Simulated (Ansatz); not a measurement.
# TaRhN2: the cost of one run

Computed with Ansatz 0.2.0 (DFT PBE, scalar-relativistic, plane waves, PAW, unless a step's input says otherwise).

## (1) The structure to begin with

The structure is tetragonal, space group P4/mmm (No. 123). Conventional cell: a = 3.089 Å, b = 3.089 Å, c = 4.368 Å, α = 90.00°, β = 90.00°, γ = 90.00°. Ta (site symmetry 4/mmm) has 6 N at 2.18 Å as nearest neighbours. Rh (site symmetry 4/mmm) is surrounded by 6 N at 2.18 Å. Around N (site symmetry 4/mmm) lie 2 Ta at 2.18 Å and 4 Rh at 2.18 Å. N (site symmetry 4/mmm) has 2 Rh at 2.18 Å and 4 Ta at 2.18 Å as nearest neighbours.

Coordinates:

```cif
data_structure
_symmetry_space_group_name_H-M 'P 1'
_symmetry_Int_Tables_number 1
_cell_length_a 3.0890
_cell_length_b 3.0890
_cell_length_c 4.3684
_cell_angle_alpha 90.000
_cell_angle_beta 90.000
_cell_angle_gamma 90.000
_cell_volume 41.68
loop_
_atom_site_label
_atom_site_type_symbol
_atom_site_fract_x
_atom_site_fract_y
_atom_site_fract_z
_atom_site_occupancy
Ta1 Ta 0.00000 0.00000 0.00000 1
Rh1 Rh 0.50000 0.50000 0.50000 1
N1 N 0.00000 0.00000 0.50000 1
N2 N 0.50000 0.50000 0.00000 1
```

Recipe of the guess: ordered mixture on the cation sites of rock salt (P4/mmm, No. 123). Lengths come from tabulated atomic sizes and are only a guess.

## (2) Probe: one point on a coarse mesh

input.yaml reads:

```yaml
crystal:
  lattice:
    - [3.08895702, 0.0, 0.0]
    - [0.0, 3.08895702, 0.0]
    - [0.0, 0.0, 4.36844491]
  atoms:
    - { symbol: Ta, position: [0.0, 0.0, 0.0] }
    - { symbol: Rh, position: [0.5, 0.5, 0.5], spin: 1.0 }
    - { symbol: "N", position: [0.0, 0.0, 0.5] }
    - { symbol: "N", position: [0.5, 0.5, 0.0] }
basis:
  ecutwfc: 420
kpoints:
  mp_grid: { grid: [6, 6, 4] }
hamiltonian:
  xc: pbe
scf:
  occupations: { method: gaussian, width: 0.1 }
  lower_state_search: "off"
output:
  forces: true
  stress: true
  eigenvalues: true
  populations: true
magnetization:
  spin_polarized: true
```

On the command line:

```
> ansatz run input.yaml --threads 1 --pin off --max-ram 2560MiB --backend cpu --events-out ev --progress --plain --runs-dir out
```

What time and memory should one allow on 1 thread of Intel Xeon at 2.70GHz, shared host?

About 6.9 s, with a peak of 0.37 GiB.
